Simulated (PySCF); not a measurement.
# C5H12SSi: electronic excitations

What electronic excitations should C5H12SSi (`C=C(CCC)S[SiH3]`) show?

Programs: PySCF 2.14.0, with density-fitted response routines of our own. Each step states its level of theory. These are calculated values for one molecule in the gas phase, unless marked as measured. Atoms count from 0, in the outputs and in this text.

## (1) The molecule as given

19 atoms, charge 0, multiplicity 1; geometry from: GFN2-xTB.

Bonds of the start (Å): C0–C1 1.32, C1–C2 1.50, C2–C3 1.53, C3–C4 1.52, C1–S5 1.78, S5–Si6 2.15, C0–H7 1.08, C0–H8 1.08, C2–H9 1.09, C2–H10 1.09, C3–H11 1.09, C3–H12 1.09, C4–H13 1.09, C4–H14 1.09, C4–H15 1.09, Si6–H16 1.46, Si6–H17 1.45, Si6–H18 1.46.

## (2) Ultraviolet spectrum: wB97X-D/def2-SVPD

Job settings and geometry (Å):

```
{"job": {"kind": "uv", "xc": "wB97X-D", "basis": "def2-SVPD", "nstates": 8, "ntriplets": 3}, "charge": 0, "multiplicity": 1}
C      1.147681     0.155992    -1.729718
C      0.648841    -0.351538    -0.613120
C     -0.766813    -0.826229    -0.479669
C     -1.618408     0.196005     0.279873
C     -3.058953    -0.273715     0.428123
S      1.564292    -0.525310     0.898036
Si     3.336244     0.664330     0.675083
H      2.161884     0.504029    -1.820579
H      0.534533     0.232625    -2.612071
H     -1.189837    -0.991282    -1.472617
H     -0.779728    -1.771840     0.066192
H     -1.180291     0.355208     1.266739
H     -1.594315     1.147651    -0.256075
H     -3.512215    -0.432781    -0.547978
H     -3.100538    -1.209294     0.981291
H     -3.646569     0.468068     0.963574
H      2.936393     1.998231     0.246495
H      3.875554     0.633389     2.023262
H      4.232442     0.035710    -0.289140
```

Method: TDDFT wB97X-D/def2-SVPD, vertical, gas phase, core orbitals frozen in the response.

Started as:

```
$ OMP_NUM_THREADS=1 python probes_run.py task.json out
```

This one command runs all jobs of the session in turn.

What will the session give for the following? lowest singlet (wB97X-D/def2-SVPD); brightest single state of those computed; lowest triplet; surface potential, 1st and 99th percentile. Wanted: lowest singlet; brightest single state of those computed; lowest triplet; surface potential, 1st and 99th percentile.

As calculated:

| quantity | value |
| --- | --- |
| lowest singlet (wB97X-D/def2-SVPD) | 5.61 eV (221 nm), f = 0.017 |
| brightest single state of those computed | state 2, 5.93 eV, f = 0.131 |
| lowest triplet | 4.14 eV |
| surface potential, 1st and 99th percentile | -0.84 V and 1.18 V |

**Reading.** The first singlet state (HOMO→LUMO 0.58, HOMO→LUMO+3 0.20) lies at 5.61 eV and is weak; of the 8 states computed, the strongest absorption comes from states 2 to 3 together at 5.93 eV. The lowest triplet lies 1.47 eV below the lowest singlet (triplets in Tamm-Dancoff, singlets in full TDDFT).
